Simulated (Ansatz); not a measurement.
# HfTi3O8: the band gap up the ladder of functionals

One table from this session's results is given with a row withheld; the runs are named, their logs left out.

The runs shown are made with Ansatz 0.2.0. PAW datasets, plane waves. The calculation is spin-unpolarised, and the structure need not be a phase that has been made.

## Starting point

The cell was relaxed beforehand with r2SCAN.

Space group Cm (No. 8), monoclinic; conventional cell a = 10.550 Å, b = 3.844 Å, c = 7.649 Å, β = 111.0°, 12.06 Å³ an atom. Around Ti lie 6 O at 1.90–2.03 Å; around Ti lie 6 O at 1.89–2.07 Å; around O lie 3 Ti at 1.97–1.98 Å; around O lie 2 Ti at 1.92–1.95 Å and 1 Hf at 2.05 Å; around O lie 3 Ti at 1.90–2.07 Å.

The structure in full:

```
Ti O Hf
1.0
     5.27471   -1.92185    0.03151
     5.27471    1.92185    0.03151
    -2.78482    0.00000    7.12418
Ti O Hf
3 8 1
Direct
  0.00617 0.00617 0.01089
  0.24914 0.24914 0.37572
  0.99226 0.99226 0.49805
  0.44994 0.44994 0.47514
  0.20412 0.20412 0.10893
  0.03942 0.03942 0.27163
  0.79216 0.79216 0.39587
  0.47016 0.47016 0.98456
  0.19895 0.19895 0.58936
  0.03859 0.03859 0.76506
  0.80680 0.80680 0.90291
  0.25228 0.25228 0.87187
```

The first run:

input.yaml

```yaml
crystal:
  lattice:
    - [5.2747091305, -1.9218529954, 0.031506587]
    - [5.2747091305, 1.9218529954, 0.031506587]
    - [-2.7848181526, 0.0, 7.124182823]
  atoms:
    - { symbol: Ti, position: [0.0061736354, 0.0061736354, 0.0108921071] }
    - { symbol: Ti, position: [0.2491375715, 0.2491375715, 0.3757248982] }
    - { symbol: O, position: [0.4499369267, 0.4499369267, 0.4751403365] }
    - { symbol: O, position: [0.2041199704, 0.2041199704, 0.10893027] }
    - { symbol: O, position: [0.0394167366, 0.0394167366, 0.2716277463] }
    - { symbol: O, position: [0.7921603041, 0.7921603041, 0.3958708442] }
    - { symbol: Ti, position: [-0.007735889, -0.007735889, 0.4980501947] }
    - { symbol: Hf, position: [0.2522801091, 0.2522801091, 0.8718703357] }
    - { symbol: O, position: [0.4701639903, 0.4701639903, 0.984562156] }
    - { symbol: O, position: [0.1989519482, 0.1989519482, 0.5893623114] }
    - { symbol: O, position: [0.0385923705, 0.0385923705, 0.765059176] }
    - { symbol: O, position: [0.8068023262, 0.8068023262, 0.9029096238] }
kpoints:
  mp_grid: { grid: [8, 8, 4] }
  band_path:
    path:
      - [[0.0, 0.0, 0.0], [-0.2880812868786, 0.2880812868786, -3.684592295908e-18]]
      - [[0.2880812868786, 0.7119187131214, -4.529921181148e-17], [0.5, 0.5, -4.529921181148e-17], [0.0, 0.0, 0.0], [0.5, 0.5, -0.5], [0.2692523697357, 0.7307476302643, -0.5]]
      - [[-0.2692523697357, 0.2692523697357, -0.5], [2.847613871155e-19, 2.184431041652e-19, -0.5], [0.0, 0.0, 0.0]]
      - [[3.842445773822e-17, 0.5, -0.5], [0.0, 0.0, 0.0], [2.57167880837e-17, 0.5, -2.264960590574e-17]]
    npoints: 10
hamiltonian:
  xc: pbe
scf:
  occupations: { method: fermi_dirac, width: 0.02 }
  n_extra_bands: 7
output:
  forces: true
  stress: true
  eigenvalues: true
```

Steps of the session up to this table: Band structure with PBE; r2SCAN; HSE06; PBE+SOC at the same geometry; PBE0.

One table of the session follows, with a row left open; its other results are not shown here.

```
  level  gap (eV)
    PBE      2.32
 r2SCAN         ?
  HSE06      3.82
PBE+SOC      2.32
   PBE0      4.57
```

**Question.** Estimate the row for r2SCAN.

**Answer.** gap (eV): 2.69. In the column «gap (eV)» it lies between PBE+SOC (2.32) and HSE06 (3.82).

Meshes: PBE 8×8×4, r2SCAN 8×8×4, HSE06 4×4×2, PBE+SOC 8×8×4, PBE0 4×4×2

In words: The gap runs from 2.32 eV (PBE+SOC) to 4.57 eV (PBE0). PBE reaches 61 % of the HSE06 value, and r2SCAN 70 %. PBE0 lies 0.75 eV above HSE06, which differs from it by screening the long-range exchange.

Limits of these values: Warnings in the runs' records: stress scf threshold loose, stress exchange threshold loose.
